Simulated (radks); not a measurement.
# Ru⁴⁺ in [Kr] 4d4: an all-electron calculation

The task here is to estimate one member of a computed series from the others.

The numbers are computed with radks (a radial shooting solver on a logarithmic mesh, Libxc functionals) version 1 (Dirac Kohn-Sham, exchange-only PBE, spin-unpolarised, spherical densities, finite nucleus; open shells fill j = l - 1/2 first), except any that are marked as measured or tabulated.

## The system

| Property | Result |
| --- | --- |
| element | ruthenium (Z = 44) |
| charge | +4 |
| electrons | 40 |
| configuration | [Kr] 4d4 |
| nuclear rms radius | 4.4809 fm |

Set-up of the first run:

The run's settings:

```text
Z 44
configuration [Kr] 4d4
relativity Dirac
functional pbe,
spin unpolarised
j_filling energy
nucleus finite rms 4.4809 fm
c 137.035999084
```

One table of the session follows, with a row left open; its other results are not shown here.

It belongs to the step «Orbitals and density». Radial moments (bohr):

```
level      <r>  outermost maximum (interpolated)  90 % within  nodes
1s1/2  0.03344                            0.0217       0.0599      0
2s1/2   0.1453                             0.123        0.225      1
2p1/2   0.1236                            0.0955        0.202      0
2p3/2   0.1284                            0.0995        0.209      0
3s1/2        ?                                 ?            ?      ?
3p1/2   0.3956                             0.348        0.598      1
3p3/2   0.4063                             0.358        0.613      1
3d3/2   0.3819                             0.299        0.608      0
3d5/2   0.3854                             0.302        0.613      0
4s1/2    1.004                             0.910         1.45      3
4p1/2    1.078                             0.958         1.58      2
4p3/2    1.105                             0.981         1.62      2
4d3/2    1.375                              1.14         2.11      1
4d5/2    1.386                              1.15         2.12      1
```

**Question.** Estimate the row for 3s1/2.

As computed: <r>: 0.4024; outermost maximum (interpolated): 0.362; 90 % within: 0.594; nodes: 2. In the column «<r>» it lies between 3p1/2 (0.3956) and 3p3/2 (0.4063).

Limits of these values: Spin polarisation and multiplet splitting are left out.
